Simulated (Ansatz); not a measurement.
What does this script print? It uses the Python package of Ansatz (0.2.0).

`torsion_c2h7nsi.py`
```python
import ansatz
from ase import Atoms

atoms = Atoms(['N', 'C', 'C', 'Si', 'H', 'H', 'H', 'H', 'H', 'H', 'H'], positions=[
    (-1.308, 0.7717, -0.3335),
    (0.0226, 0.5309, 0.0477),
    (0.2365, -0.5265, 1.0378),
    (0.9301, -1.0872, -0.5834),
    (-1.3947, 1.2953, -1.2594),
    (-1.8037, 1.452, 0.3299),
    (0.7488, 1.3677, 0.0103),
    (1.0742, -0.3362, 1.791),
    (-0.5784, -1.0486, 1.4953),
    (2.2256, -0.7309, -1.0012),
    (-0.0877, -1.7451, -1.5139),
])

first = (
    ansatz.Crystal.molecule_from_ase(atoms).calculation()
    .basis(gaussian='cc-pVDZ')
    .functional('HF')
    .relax(force_tolerance=0.02, max_steps=80)
)
atoms.positions = first.run().report['positions_ang']

start = atoms.get_dihedral(2, 1, 0, 4)
energies = {}
for turn in range(0, 360, 30):
    turned = atoms.copy()
    turned.set_dihedral(2, 1, 0, 4, start + turn, indices=[0, 4, 5])
    model = (
        ansatz.Crystal.molecule_from_ase(turned).calculation()
        .basis(gaussian='cc-pVDZ')
        .functional('HF')
    )
    energies[round((start + turn) % 360)] = model.run().report['free_energy_ev']
floor = min(energies.values())
print('dihedral C2-C1-N0-H4 (deg)   E - E(min) (kcal/mol)')
for angle, e in sorted(energies.items()):
    print(f'{angle:8d} {23.060548 * (e - floor):14.3f}  ' + '#' * int(30 * (e - floor) / max(max(energies.values()) - floor, 1e-9)))
```

```console
$ python torsion_c2h7nsi.py
dihedral C2-C1-N0-H4 (deg)   E - E(min) (kcal/mol)
      18          5.129  ####################
      48          4.296  #################
      78          5.205  ####################
     108          7.453  ##############################
     138          6.543  ##########################
     168          2.305  #########
     198          0.000
     228          2.142  ########
     258          5.734  #######################
     288          6.460  ##########################
     318          5.292  #####################
     348          5.215  ####################
```

The scan is rigid and the energies are electronic, in a modest basis. With rigid groups the curve can differ much from the relaxed path, the start wasn't checked as a minimum of this torsion, and equivalent turns needn't return to the same energy. The whole script took 27 s on 1 thread of Arm Neoverse V1 (shared host), peak memory 0.25 GiB.
